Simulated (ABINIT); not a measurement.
TiSn: single point with PBE

The system is TiSn.

```
Ti Sn
1.0
     0.00000    2.80055    2.80055
     2.80055    0.00000    2.80055
     2.80055    2.80055    0.00000
Ti Sn
1 1
Direct
  0.00892 0.99277 0.99400
  0.50319 0.49736 0.50214
```

The cell was built by a generator and needn't be a form met in nature.

The cell isn't the ideal one: atoms moved at random, drawn with an rms of 0.05 Å.

```json
{
 "Program": "ABINIT 10.8.3 (patched build)",
 "Task": "single point",
 "Functional": "PBE",
 "Potentials or basis": "JTH PAW PBE v2.0",
 "Cutoff": "599 eV",
 "k mesh": "8 × 8 × 8",
 "Occupations": "fermi-dirac, width 0.05 eV",
 "Spin": "no spin polarisation"
}
```

```json
{"Pressure": "0.1 GPa", "Largest force": "0.264 eV/Å", "Band gap on the k mesh": "none (metal or under the smearing width)", "Valence electrons inside the program's atomic spheres": "Ti 10.10; Sn 12.14"}
```

Forces on the atoms (eV/Å):
```
Ti   0.258  0.049 -0.023
Sn  -0.258 -0.049  0.023
```

Stress tensor (GPa, compression positive):
```
 0.20 -0.02  0.01
-0.02  0.08  0.00
 0.01  0.00  0.07
```

Levels at points of the mesh, in eV from the Fermi level:
| k point | band 10 | band 11 | band 12 | band 13 | band 14 | band 15 | band 16 | band 17 |
| --- | --- | --- | --- | --- | --- | --- | --- | --- |
| (0.00, 0.00, 0.00) | -9.69 | 0.11 | 0.11 | 0.11 | 0.45 | 0.46 | 3.33 | 3.34 |
| (0.50, 0.00, 0.00) | -7.04 | -4.62 | -1.45 | -1.45 | 0.97 | 0.97 | 1.43 | 5.31 |
| (0.00, 0.50, 0.00) | -7.04 | -4.62 | -1.45 | -1.45 | 0.97 | 0.97 | 1.43 | 5.31 |
| (0.50, 0.50, 0.00) | -6.96 | -3.36 | -0.97 | 0.18 | 0.19 | 0.87 | 1.30 | 1.30 |
| (0.00, 0.00, 0.50) | -7.04 | -4.62 | -1.45 | -1.45 | 0.97 | 0.97 | 1.43 | 5.31 |
| (0.50, 0.00, 0.50) | -6.96 | -3.36 | -0.97 | 0.18 | 0.19 | 0.87 | 1.30 | 1.30 |
| (0.00, 0.50, 0.50) | -6.96 | -3.36 | -0.97 | 0.18 | 0.18 | 0.86 | 1.30 | 1.30 |
| (0.50, 0.50, 0.50) | -7.04 | -4.62 | -1.45 | -1.45 | 0.97 | 0.97 | 1.43 | 5.31 |

Run time: 3.8 min on 1 thread of Arm Neoverse V1, on a shared host, peak memory 0.31 GiB.
